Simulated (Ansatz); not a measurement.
# CH₆ClGeNO: taking an electron away

An exercise on one series of results from a longer session: the logs are not shown, and one member is left open.

The runs use Ansatz 0.2.0, Gaussian basis; unrestricted cation, the program's frozen cores in correlated methods.

Levels to be run: UKS PBE-D4/def2-TZVPP; UKS r2SCAN-D4/def2-TZVPP; UKS PBE0-D4/def2-TZVPP; UKS B3LYP-D4/def2-TZVPP; UKS wB97X-V/def2-TZVPP; UKS wB97M-V/def2-TZVPP; UKS B2PLYP/def2-TZVPP; UHF-CCSD(T)/def2-TZVPP; UHF-MP2/def2-QZVPP; extrapolation to the limit; then −ε(HOMO) from the neutral's earlier runs with LDA (SPW92), PBE-D4, revPBE-D4, BLYP-D4, r2SCAN-D4, B97M-V, PBE0-D4, B3LYP-D4, r2SCANh-D4, r2SCAN0-D4, HSE06-D4, BHLYP-D4, CAM-B3LYP-D4, LC-ωPBE, ωB97X-V, ωB97M-V.

## The relaxed structure

All runs share one geometry, relaxed beforehand with PBE0-D4 in a triple-zeta def2 set.

SMILES `C[O][GeH]([NH2])[Cl]`, 11 atoms, charge 0, spin multiplicity 1.

Atoms are counted from 1 here; the program's logs count them from 0.

Bond lengths: C1–O2 1.413 Å, C1–H6 1.092 Å, C1–H7 1.097 Å, C1–H8 1.096 Å, O2–Ge3 1.762 Å, Ge3–N4 1.816 Å, Ge3–Cl5 2.149 Å, Ge3–H9 1.533 Å, N4–H10 1.011 Å, N4–H11 1.010 Å. Angles: O2–C1–H6 107.5°, O2–C1–H7 111.9°, O2–C1–H8 112.1°, H6–C1–H7 108.1°, H6–C1–H8 108.6°, H7–C1–H8 108.5°, C1–O2–Ge3 118.3°, O2–Ge3–N4 107.9°, O2–Ge3–Cl5 102.5°, O2–Ge3–H9 113.4°, N4–Ge3–Cl5 114.1°, N4–Ge3–H9 109.7°, Cl5–Ge3–H9 109.1°, Ge3–N4–H10 114.8°, Ge3–N4–H11 115.1°, H10–N4–H11 109.3°.

Set-up of the first run:

File in.yaml:

```yaml
crystal:
  periodic: [false, false, false]
  atoms:
    - {symbol: C, position_ang: [-0.841920, 0.750753, 1.401822]}
    - {symbol: O, position_ang: [-0.697721, 0.988428, 0.016332]}
    - {symbol: Ge, position_ang: [0.637536, 0.210425, -0.830066]}
    - {symbol: N, position_ang: [0.420762, -1.586233, -0.684607]}
    - {symbol: Cl, position_ang: [0.421089, 0.960373, -2.831963]}
    - {symbol: H, position_ang: [-1.755712, 1.251545, 1.727505]}
    - {symbol: H, position_ang: [-0.003084, 1.162888, 1.976966]}
    - {symbol: H, position_ang: [-0.927671, -0.317355, 1.629716]}
    - {symbol: H, position_ang: [2.015773, 0.609605, -0.290260]}
    - {symbol: H, position_ang: [-0.417859, -1.948542, -1.117319]}
    - {symbol: H, position_ang: [1.214109, -2.138988, -0.977526]}
basis:
  gaussian: {orbitals: def2-TZVPP}
total_charge: 1
magnetization: {spin_polarized: true, initial_magnetization: 1}
hamiltonian: {xc: pbe, dispersion: d4}
```

The run is started by

```bash
> ansatz run in.yaml --threads 2 --pin off --events-out ev --progress --plain --max-ram 31744MiB --backend cpu
```

Steps of the session up to this table: Cation, UKS PBE-D4/def2-TZVPP; Cation, UKS r2SCAN-D4/def2-TZVPP; Cation, UKS PBE0-D4/def2-TZVPP; Cation, UKS B3LYP-D4/def2-TZVPP; Cation, UKS wB97X-V/def2-TZVPP; Cation, UKS wB97M-V/def2-TZVPP; Cation, UKS B2PLYP (frozen core)/def2-TZVPP; Cation, UHF-CCSD(T)/def2-TZVPP; Cation, UHF-MP2/def2-QZVPP.

One table of the session follows, with a row left open; its other results are not shown here.

Orbital estimates, from the neutral's runs:

```
  functional  −ε(HOMO) (eV)
 LDA (SPW92)           6.62
      PBE-D4           6.48
   revPBE-D4           6.42
     BLYP-D4           6.37
   r2SCAN-D4           6.82
      B97M-V           6.93
     PBE0-D4              ?
    B3LYP-D4           7.73
  r2SCANh-D4           7.39
  r2SCAN0-D4           8.23
    HSE06-D4           7.59
    BHLYP-D4           9.37
CAM-B3LYP-D4           9.42
     LC-ωPBE          10.83
     ωB97X-V          10.46
     ωB97M-V          10.35
```

Q: Estimate the row for PBE0-D4 from the others.

The run gave: −ε(HOMO) (eV): 7.99. In the column «−ε(HOMO) (eV)» it lies between B3LYP-D4 (7.73) and r2SCAN0-D4 (8.23).
